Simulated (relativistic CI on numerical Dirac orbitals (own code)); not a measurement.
**Ge²³⁺: one ion under different settings**

How much do the settings matter for Ge²³⁺? One ion, several inputs.

Program: relativistic CI on numerical Dirac orbitals (own code) version 3. Level of theory: Dirac-Coulomb-Breit CI, KLI orbitals optimised for each configuration, model QED (radiative potential, 1s self-energy scaled to tabulated hydrogen-like ionisation energies), numerical settings as typed. These are calculated values, not measurements, unless marked.

## Step 1: The system

* ion: Ge²³⁺ (Ge XXIV)
* nuclear charge: 32
* electrons: 9
* isotope: A = 74

## Step 2: Usual settings

Settings of the run:

```ini
atom Ge  Z=32  charge=23  electrons=9
nucleus A=74  rms_radius_fm=4.0742
hamiltonian dirac-coulomb  breit=on  qed=on  c_scale=1
orbitals kli  potential=per-configuration
slater_scale 1
correlation none
mixing on
grid step=0.0125 r_max=4.7
scf mixing=0.4 start=green max_iterations=150 tolerance=2e-08 node_fill=0.05
configurations
  [He] 2s2 2p5
  [He] 2s 2p6
  [He] 2p6 3s
  [He] 2p6 3p
  [He] 2p6 3d
end
```

Launch:

```bash
> python run_levels.py task.json out
```

The settings of every run stand in task.json; they run in order.

The program writes no log. Results of the run, from its result record (rounded, main fields):

```text
{
  "status": "converged",
  "levels [i, E_cm, J2, conf, term, w_term, w_jj]": [
    [0, 0, 3, "2s2 2p5", "2P*", 1, 1],
    [1, 263237.01, 1, "2s2 2p5", "2P*", 1, 1],
    [2, 1535573, 1, "2s 2p6", "2S", 1, 1],
    [3, 13525732, 1, "2p6 3s", "2S", 1, 1],
    [4, 13844035, 1, "2p6 3p", "2P*", 1, 1],
    [5, 13910876, 3, "2p6 3p", "2P*", 1, 1],
    [6, 14332872, 3, "2p6 3d", "2D", 1, 1],
    [7, 14346271, 5, "2p6 3d", "2D", 1, 1]
  ],
  "total_energy [Ha]": -1722.5551973,
  "n_levels_all": 8,
  "overlap": 2.15854e-12,
  "scf_iterations": [9, 9, 9, 8, 9],
  "orbital_energies [Ha]": {"1s": -446.984, "2s": -90.9079, "2p1/2": -86.0903, "2p3/2": -84.83},
  "configurations [conf, odd, states, E_av_Ha, breit_Ha, qed_Ha]": [
    ["2s2 2p5", 1, 6, -1723.584553, 0.7981, 0.6311],
    ["2s 2p6", 0, 2, -1716.970319, 0.8129, 0.5991],
    ["2p6 3s", 0, 2, -1662.282243, 0.7801, 0.5749],
    ["2p6 3p", 1, 6, -1660.623432, 0.7828, 0.567],
    ["2p6 3d", 0, 10, -1658.553858, 0.7744, 0.5668]
  ],
  "scf_steps of the first configuration [iteration, E_Ha, residual, outer_eigenvalue_Ha]": [
    [1, -1713.696654, 2.68, -112.3],
    [2, -1720.238565, 1.56, -100.3],
    [3, -1723.57695, 0.0537, -84.7],
    [4, -1723.584006, 0.0207, -85.02],
    [5, -1723.584553, 8.4e-05, -84.83],
    [6, -1723.584553, 2.2e-05, -84.83],
    [7, -1723.584553, 9.19e-07, -84.83],
    [8, -1723.584553, 3.31e-08, -84.83],
    [9, -1723.584553, 5.85e-10, -84.83]
  ]
}
```

It took 0.092 s on 1 thread, shared host.

## Step 3: End of the grid 3.29

Settings: those of step 2 with these lines changed.

```diff
@@ -7,3 +7,3 @@
 mixing on
-grid step=0.0125 r_max=4.7
+grid step=0.0125 r_max=3.29
 scf mixing=0.4 start=green max_iterations=150 tolerance=2e-08 node_fill=0.05
```

Results of the run:

```text
{
  "status": "converged",
  "levels [i, E_cm, J2, conf, term, w_term]": [
    [0, 0, 3, "2s2 2p5", "2P*", 1],
    [1, 263237.01, 1, "2s2 2p5", "2P*", 1],
    [2, 1535573, 1, "2s 2p6", "2S", 1],
    [3, 13525732, 1, "2p6 3s", "2S", 1],
    [4, 13844035, 1, "2p6 3p", "2P*", 1],
    [5, 13910876, 3, "2p6 3p", "2P*", 1],
    [6, 14332872, 3, "2p6 3d", "2D", 1],
    [7, 14346271, 5, "2p6 3d", "2D", 1]
  ],
  "total_energy [Ha]": -1722.5551973,
  "n_levels_all": 8,
  "overlap": 2.15664e-12,
  "scf_iterations": [9, 9, 9, 8, 9],
  "orbital_energies [Ha]": {"1s": -446.984, "2s": -90.9079, "2p1/2": -86.0903, "2p3/2": -84.83},
  "configurations [conf, odd, states, E_av_Ha, breit_Ha, qed_Ha]": [
    ["2s2 2p5", 1, 6, -1723.584553, 0.7981, 0.6311],
    ["2s 2p6", 0, 2, -1716.970319, 0.8129, 0.5991],
    ["2p6 3s", 0, 2, -1662.282243, 0.7801, 0.5749],
    ["2p6 3p", 1, 6, -1660.623432, 0.7828, 0.567],
    ["2p6 3d", 0, 10, -1658.553858, 0.7744, 0.5668]
  ],
  "scf_steps of the first configuration [iteration, E_Ha, residual, outer_eigenvalue_Ha]": [
    [1, -1713.696654, 2.68, -112.3],
    [2, -1720.238565, 1.56, -100.3],
    [3, -1723.57695, 0.0537, -84.7],
    [4, -1723.584002, 0.0207, -85.03],
    [5, -1723.584553, 8.73e-05, -84.83],
    [6, -1723.584553, 2.2e-05, -84.83],
    [7, -1723.584553, 9.19e-07, -84.83],
    [8, -1723.584553, 3.43e-08, -84.83],
    [9, -1723.584553, 5.86e-10, -84.83]
  ]
}
```

It took 0.087 s on 1 thread, shared host.

## Step 4: QED terms off, end of the grid 14.1

Settings of the run:

```ini
atom Ge  Z=32  charge=23  electrons=9
nucleus A=74  rms_radius_fm=4.0742
hamiltonian dirac-coulomb  breit=on  qed=off  c_scale=1
orbitals kli  potential=per-configuration
slater_scale 1
correlation none
mixing on
grid step=0.0125 r_max=14.1
scf mixing=0.4 start=green max_iterations=150 tolerance=2e-08 node_fill=0.05
configurations
  [He] 2s2 2p5
  [He] 2s 2p6
  [He] 2p6 3s
  [He] 2p6 3p
  [He] 2p6 3d
end
```

Results of the run:

```text
{
  "status": "converged",
  "levels [i, E_cm, J2, conf, term, w_term]": [
    [0, 0, 3, "2s2 2p5", "2P*", 1],
    [1, 262642.88, 1, "2s2 2p5", "2P*", 1],
    [2, 1542371.7, 1, "2s 2p6", "2S", 1],
    [3, 13537882, 1, "2p6 3s", "2S", 1],
    [4, 13858013, 1, "2p6 3p", "2P*", 1],
    [5, 13924706, 3, "2p6 3p", "2P*", 1],
    [6, 14346820, 3, "2p6 3d", "2D", 1],
    [7, 14360173, 5, "2p6 3d", "2D", 1]
  ],
  "total_energy [Ha]": -1723.1854023,
  "n_levels_all": 8,
  "overlap": 2.15854e-12,
  "scf_iterations": [9, 9, 9, 8, 9],
  "orbital_energies [Ha]": {"1s": -446.984, "2s": -90.9079, "2p1/2": -86.0903, "2p3/2": -84.83},
  "configurations [conf, odd, states, E_av_Ha, breit_Ha, qed_Ha]": [
    ["2s2 2p5", 1, 6, -1723.584553, 0.7981, 0],
    ["2s 2p6", 0, 2, -1716.970319, 0.8129, 0],
    ["2p6 3s", 0, 2, -1662.282243, 0.7801, 0],
    ["2p6 3p", 1, 6, -1660.623432, 0.7828, 0],
    ["2p6 3d", 0, 10, -1658.553858, 0.7744, 0]
  ],
  "scf_steps of the first configuration [iteration, E_Ha, residual, outer_eigenvalue_Ha]": [
    [1, -1713.696654, 2.68, -112.3],
    [2, -1720.238565, 1.56, -100.3],
    [3, -1723.57695, 0.0537, -84.7],
    [4, -1723.584006, 0.0207, -85.02],
    [5, -1723.584553, 8.36e-05, -84.83],
    [6, -1723.584553, 2.2e-05, -84.83],
    [7, -1723.584553, 9.19e-07, -84.83],
    [8, -1723.584553, 3.29e-08, -84.83],
    [9, -1723.584553, 5.85e-10, -84.83]
  ]
}
```

Wall time 0.06 s (1 thread, shared host).

## Step 5: Speed-of-light factor 10, tolerance 1e-10, iteration limit 20

Settings of the run:

```ini
atom Ge  Z=32  charge=23  electrons=9
nucleus A=74  rms_radius_fm=4.0742
hamiltonian dirac-coulomb  breit=on  qed=on  c_scale=10
orbitals kli  potential=per-configuration
slater_scale 1
correlation none
mixing on
grid step=0.0125 r_max=4.7
scf mixing=0.4 start=green max_iterations=20 tolerance=1e-10 node_fill=0.05
configurations
  [He] 2s2 2p5
  [He] 2s 2p6
  [He] 2p6 3s
  [He] 2p6 3p
  [He] 2p6 3d
end
```

Results of the run:

```text
{
  "status": "converged",
  "levels [i, E_cm, J2, conf, term, w_term]": [
    [0, 0, 3, "2s2 2p5", "2P*", 1],
    [1, 2613.8689, 1, "2s2 2p5", "2P*", 1],
    [2, 1224209.2, 1, "2s 2p6", "2S", 1],
    [3, 12987629, 1, "2p6 3s", "2S", 1],
    [4, 13294599, 1, "2p6 3p", "2P*", 1],
    [5, 13295261, 3, "2p6 3p", "2P*", 1],
    [6, 13714209, 3, "2p6 3d", "2D", 1],
    [7, 13714346, 5, "2p6 3d", "2D", 1]
  ],
  "total_energy [Ha]": -1702.6939106,
  "n_levels_all": 8,
  "overlap": 2.2274e-12,
  "scf_iterations": [10, 10, 10, 10, 10],
  "orbital_energies [Ha]": {"1s": -441.148, "2s": -89.4288, "2p1/2": -84.7825, "2p3/2": -84.7703},
  "configurations [conf, odd, states, E_av_Ha, breit_Ha, qed_Ha]": [
    ["2s2 2p5", 1, 6, -1703.17211, 0.007858, 0.4743],
    ["2s 2p6", 0, 2, -1697.575094, 0.008011, 0.4516],
    ["2p6 3s", 0, 2, -1643.959703, 0.007689, 0.4341],
    ["2p6 3p", 1, 6, -1642.552959, 0.007717, 0.4284],
    ["2p6 3d", 0, 10, -1640.642393, 0.007634, 0.4282]
  ],
  "scf_steps of the first configuration [iteration, E_Ha, residual, outer_eigenvalue_Ha]": [
    [1, -1693.692266, 2.62, -111.9],
    [2, -1699.957932, 1.52, -100],
    [3, -1703.164878, 0.0514, -84.64],
    [4, -1703.171743, 0.0191, -84.95],
    [5, -1703.17211, 5.46e-05, -84.77],
    [6, -1703.17211, 1.93e-05, -84.77],
    [7, -1703.17211, 8.28e-07, -84.77],
    [8, -1703.17211, 2.13e-08, -84.77],
    [9, -1703.17211, 1.35e-09, -84.77],
    [10, -1703.17211, 2.42e-12, -84.77]
  ]
}
```

It took 0.093 s on 1 thread, shared host.

A changed speed of light describes a fictitious ion. The QED potentials keep the true α.

## Step 6: Speed-of-light factor 1.25

Settings of the run:

```ini
atom Ge  Z=32  charge=23  electrons=9
nucleus A=74  rms_radius_fm=4.0742
hamiltonian dirac-coulomb  breit=on  qed=on  c_scale=1.25
orbitals kli  potential=per-configuration
slater_scale 1
correlation none
mixing on
grid step=0.0125 r_max=4.7
scf mixing=0.4 start=green max_iterations=150 tolerance=2e-08 node_fill=0.05
configurations
  [He] 2s2 2p5
  [He] 2s 2p6
  [He] 2p6 3s
  [He] 2p6 3p
  [He] 2p6 3d
end
```

Results of the run:

```text
{
  "status": "converged",
  "levels [i, E_cm, J2, conf, term, w_term]": [
    [0, 0, 3, "2s2 2p5", "2P*", 1],
    [1, 166765.83, 1, "2s2 2p5", "2P*", 1],
    [2, 1420047.1, 1, "2s 2p6", "2S", 1],
    [3, 13326043, 1, "2p6 3s", "2S", 1],
    [4, 13640096, 1, "2p6 3p", "2P*", 1],
    [5, 13682397, 3, "2p6 3p", "2P*", 1],
    [6, 14103280, 3, "2p6 3d", "2D", 1],
    [7, 14111856, 5, "2p6 3d", "2D", 1]
  ],
  "total_energy [Ha]": -1715.1975172,
  "n_levels_all": 8,
  "overlap": 2.15176e-12,
  "scf_iterations": [9, 9, 9, 8, 9],
  "orbital_energies [Ha]": {"1s": -444.826, "2s": -90.3602, "2p1/2": -85.6064, "2p3/2": -84.8089},
  "configurations [conf, odd, states, E_av_Ha, breit_Ha, qed_Ha]": [
    ["2s2 2p5", 1, 6, -1716.035343, 0.5079, 0.5833],
    ["2s 2p6", 0, 2, -1709.798622, 0.5175, 0.5542],
    ["2p6 3s", 0, 2, -1655.508257, 0.4966, 0.5322],
    ["2p6 3p", 1, 6, -1653.94305, 0.4984, 0.5249],
    ["2p6 3d", 0, 10, -1651.932075, 0.493, 0.5248]
  ],
  "scf_steps of the first configuration [iteration, E_Ha, residual, outer_eigenvalue_Ha]": [
    [1, -1706.299186, 2.66, -112.2],
    [2, -1712.73835, 1.54, -100.2],
    [3, -1716.027874, 0.0528, -84.68],
    [4, -1716.034904, 0.0198, -85],
    [5, -1716.035343, 6.08e-05, -84.81],
    [6, -1716.035343, 2.51e-05, -84.81],
    [7, -1716.035343, 9.1e-07, -84.81],
    [8, -1716.035343, 2.97e-08, -84.81],
    [9, -1716.035343, 9.51e-10, -84.81]
  ]
}
```

Wall time 0.087 s (1 thread, shared host).

With a scaled speed of light this is not the real ion; the QED potentials keep the true α and change only through the orbitals.

## Step 7: Slater scale -1

Settings of the run:

```ini
atom Ge  Z=32  charge=23  electrons=9
nucleus A=74  rms_radius_fm=4.0742
hamiltonian dirac-coulomb  breit=on  qed=on  c_scale=1
orbitals kli  potential=per-configuration
slater_scale -1
correlation none
mixing on
grid step=0.0125 r_max=4.7
scf mixing=0.4 start=green max_iterations=92 tolerance=2e-08 node_fill=0.05
configurations
  [He] 2s2 2p5
  [He] 2s 2p6
  [He] 2p6 3s
  [He] 2p6 3p
  [He] 2p6 3d
end
```

Results of the run:

```text
{
  "status": "converged",
  "levels [i, E_cm, J2, conf, term, w_term]": [
    [0, 0, 3, "2s2 2p5", "2P*", 1],
    [1, 263716.57, 1, "2s2 2p5", "2P*", 1],
    [2, 1535731.5, 1, "2s 2p6", "2S", 1],
    [3, 13525890, 1, "2p6 3s", "2S", 1],
    [4, 13844193, 1, "2p6 3p", "2P*", 1],
    [5, 13911033, 3, "2p6 3p", "2P*", 1],
    [6, 14333031, 3, "2p6 3d", "2D", 1],
    [7, 14346429, 5, "2p6 3d", "2D", 1]
  ],
  "total_energy [Ha]": -1722.5559194,
  "n_levels_all": 8,
  "overlap": 2.15854e-12,
  "scf_iterations": [9, 9, 9, 8, 9],
  "orbital_energies [Ha]": {"1s": -446.984, "2s": -90.9079, "2p1/2": -86.0903, "2p3/2": -84.83},
  "configurations [conf, odd, states, E_av_Ha, breit_Ha, qed_Ha]": [
    ["2s2 2p5", 1, 6, -1723.584553, 0.7981, 0.6311],
    ["2s 2p6", 0, 2, -1716.970319, 0.8129, 0.5991],
    ["2p6 3s", 0, 2, -1662.282243, 0.7801, 0.5749],
    ["2p6 3p", 1, 6, -1660.623432, 0.7828, 0.567],
    ["2p6 3d", 0, 10, -1658.553858, 0.7744, 0.5668]
  ],
  "scf_steps of the first configuration [iteration, E_Ha, residual, outer_eigenvalue_Ha]": [
    [1, -1713.696654, 2.68, -112.3],
    [2, -1720.238565, 1.56, -100.3],
    [3, -1723.57695, 0.0537, -84.7],
    [4, -1723.584006, 0.0207, -85.02],
    [5, -1723.584553, 8.4e-05, -84.83],
    [6, -1723.584553, 2.2e-05, -84.83],
    [7, -1723.584553, 9.19e-07, -84.83],
    [8, -1723.584553, 3.31e-08, -84.83],
    [9, -1723.584553, 5.85e-10, -84.83]
  ]
}
```

Run time: 0.087 s. Hardware: 1 thread, shared host.

A bad setting: its result is shown only for the comparison.

## Step 8: Potential mixing 1.8

Settings: those of step 7 with these lines changed.

```diff
@@ -4,3 +4,3 @@
 orbitals kli  potential=per-configuration
-slater_scale -1
+slater_scale 1
 correlation none
@@ -8,3 +8,3 @@
 grid step=0.0125 r_max=4.7
-scf mixing=0.4 start=green max_iterations=92 tolerance=2e-08 node_fill=0.05
+scf mixing=1.8 start=green max_iterations=52 tolerance=2e-08 node_fill=0.05
 configurations
```

Results of the run:

```text
{
  "status": "converged",
  "levels [i, E_cm, J2, conf, term, w_term]": [
    [0, 0, 3, "2s2 2p5", "2P*", 1],
    [1, 263237.01, 1, "2s2 2p5", "2P*", 1],
    [2, 1535573, 1, "2s 2p6", "2S", 1],
    [3, 13525732, 1, "2p6 3s", "2S", 1],
    [4, 13844035, 1, "2p6 3p", "2P*", 1],
    [5, 13910876, 3, "2p6 3p", "2P*", 1],
    [6, 14332872, 3, "2p6 3d", "2D", 1],
    [7, 14346271, 5, "2p6 3d", "2D", 1]
  ],
  "total_energy [Ha]": -1722.5551973,
  "n_levels_all": 8,
  "overlap": 2.15579e-12,
  "scf_iterations": [10, 10, 9, 10, 9],
  "orbital_energies [Ha]": {"1s": -446.984, "2s": -90.9079, "2p1/2": -86.0903, "2p3/2": -84.83},
  "configurations [conf, odd, states, E_av_Ha, breit_Ha, qed_Ha]": [
    ["2s2 2p5", 1, 6, -1723.584553, 0.7981, 0.6311],
    ["2s 2p6", 0, 2, -1716.970319, 0.8129, 0.5991],
    ["2p6 3s", 0, 2, -1662.282243, 0.7801, 0.5749],
    ["2p6 3p", 1, 6, -1660.623432, 0.7828, 0.567],
    ["2p6 3d", 0, 10, -1658.553858, 0.7744, 0.5668]
  ],
  "scf_steps of the first configuration [iteration, E_Ha, residual, outer_eigenvalue_Ha]": [
    [1, -1713.696654, 2.68, -112.3],
    [2, -1709.793307, 2.77, -62.79],
    [3, -1723.558932, 0.0972, -85.31],
    [4, -1723.584167, 0.0155, -84.97],
    [5, -1723.584549, 0.00112, -84.82],
    [6, -1723.584554, 0.000154, -84.83],
    [7, -1723.584553, 1.14e-05, -84.83],
    [8, -1723.584553, 1.03e-07, -84.83],
    [9, -1723.584553, 4.3e-08, -84.83],
    [10, -1723.584553, 7.83e-11, -84.83]
  ]
}
```

Wall time 0.094 s (1 thread, shared host).

An extreme setting, but here it did no harm: energy and levels are those of the usual run.

## Step 9: Comparison

| setting | total energy less usual (Ha) | largest shift of a level among the lowest eight of both runs, same label and place (cm⁻¹) | SCF iterations | time | lowest level | kind of change |
| --- | --- | --- | --- | --- | --- | --- |
| usual | 0 | 0 | 44 | 0.092 s | 2p5 2P°3/2 | - |
| end of the grid 3.29 | 0 | 0 | 44 | 0.087 s | 2p5 2P°3/2 | numerical |
| QED terms off, end of the grid 14.1 | -0.63 | 14000 | 44 | 0.06 s | 2p5 2P°3/2 | model term |
| speed-of-light factor 10, tolerance 1e-10, iteration limit 20 | 19.9 | 632000 | 50 | 0.093 s | 2p5 2P°3/2 | unphysical constant |
| speed-of-light factor 1.25 | 7.36 | 234000 | 44 | 0.087 s | 2p5 2P°3/2 | unphysical constant |
| Slater scale -1 | -0.000722 | 480 | 44 | 0.087 s | 2p5 2P°3/2 | unsound |
| potential mixing 1.8 | 0 | 0 | 48 | 0.094 s | 2p5 2P°3/2 | extreme, harmless here |

## Step 10: What came out

| quantity | value |
| --- | --- |
| lowest level, usual settings | 2p5 2P°3/2 |
| total energy | -1722.5552 Ha |
| first excitation | 263237 cm⁻¹ |

What this shows: Among the runs whose levels can be followed, they move most under «speed-of-light factor 10, tolerance 1e-10, iteration limit 20» (unphysical constant), by up to 632000 cm⁻¹. No visible change in the result comes from «end of the grid 3.29» or «potential mixing 1.8». Only the listed configurations are in the model.
